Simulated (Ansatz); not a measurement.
This script makes a table of relaxed lattice constants and trends of a series on the Fe3Al structure: K3Be, K3Sr, K3Ba with Ansatz 0.2.0 through its Python package.

The script, `k3be_series.py`:
```python
"""Element substitution on the Fe3Al prototype."""

import warnings

import ansatz
import numpy as np


def fe3al(first, second, a):
    return (
        ansatz.Lattice.fcc(a)
        .space_group(225)
        .atom(first, [0, 0, 0])
        .atom(second, [0.5, 0.5, 0.5])
        .atom(second, [0.25, 0.25, 0.25])
        .primitive()
    )


def solve(name, crystal, relax=True):
    calc = (
        crystal.calculation()
        .functional("r2SCAN")
        .basis(41 * ansatz.Ry)
        .kpoints(spacing=0.3)
        .occupations("fermi_dirac", width=0.1)  # the run then minimises F = E - TS
        .stress()
        .band_table()
    )
    if relax:
        calc = calc.relax(force_tolerance=0.01, cell=True)
    return calc.run()

def bulk_modulus(name, outcome, step=0.02):
    # B = -V dP/dV from the pressures of two uniformly scaled cells, atoms held at their fractions
    pressure = []
    for factor in (1 - step, 1.0, 1 + step):
        cell = ansatz.Crystal(lattice=ansatz.Lattice.of(outcome.lattice.cell_ang * factor ** (1 / 3)))
        for site in outcome.report["lattice"]["sites"]:
            cell = cell.atom(site["symbol"], site["position_frac"])
        pressure.append(np.trace(solve(name, cell, relax=False).report["stress_gpa"]) / 3)
    slope, bend = (pressure[0] - pressure[2]) / (2 * step), abs(pressure[0] + pressure[2] - 2 * pressure[1])
    # a jump of mesh or basis between the cells shows as a kink: no modulus then
    return float(slope) if bend < 12 * step**2 * abs(slope) + 0.15 and abs(pressure[1]) < 1.5 else float("nan")

def relaxed_twice(name, crystal):
    # the second pass draws mesh and plane waves anew for the relaxed cell
    first = solve(name, crystal)
    again = ansatz.Crystal(lattice=ansatz.Lattice.of(first.lattice.cell_ang))
    for site in first.report["lattice"]["sites"]:
        again = again.atom(site["symbol"], site["position_frac"])
    return solve(name, again)


def volume_per_atom(outcome):
    return abs(np.linalg.det(outcome.lattice.cell_ang)) / len(outcome.lattice.sites)

# the lattice constants below are starting guesses
warnings.simplefilter("ignore", ansatz.DeckWarning)

phases = {}
phases["K3Be"] = fe3al("Be", "K", 7.76)
phases["K3Sr"] = fe3al("Sr", "K", 10.33)
phases["K3Ba"] = fe3al("Ba", "K", 10.85)

done = {}
for name, crystal in phases.items():
    try:
        done[name] = relaxed_twice(name, crystal)
    except ansatz.NonConvergedError as error:
        print(name, "did not converge:", str(error)[:120])

rows = [(name, (4 * len(o.lattice.sites) * volume_per_atom(o)) ** (1 / 3), volume_per_atom(o), bulk_modulus(name, o)) for name, o in done.items()]
print("| compound | a (A) | V (A^3/atom) | B (GPa) |")
print("| --- | --- | --- | --- |")
for row in rows:
    print(f"| {row[0]} | {row[1]:.3f} | {row[2]:.3f} | {row[3]:.0f} |")
```

Rank the compounds by their relaxed volume per atom.

From smallest to largest: K3Be (44.64 Å³), K3Sr (70.78 Å³) and K3Ba (74.34 Å³). The largest is 67 % above the smallest.

The output:

`python k3be_series.py` gives:
```text
| compound | a (A) | V (A^3/atom) | B (GPa) |
| --- | --- | --- | --- |
| K3Be | 8.939 | 44.639 | 7 |
| K3Sr | 10.423 | 70.779 | 5 |
| K3Ba | 10.596 | 74.345 | 4 |
```

Reading the output:
- For the metals among these phases the mesh is modest: differences between phases can be off by up to 40 meV an atom.
- The bulk modulus is taken at fixed shape and positions, an upper value where these are free.
- Pressure is positive in compression.
- The cells are built on a prototype by substitution; a member may or may not take this structure in nature.
- Finished in 5.6 min on 1 thread of Arm Neoverse V1, with other jobs on the host, peak memory 1.6 GiB.

(Lines on the test bed's own set-up are left out of the output.)
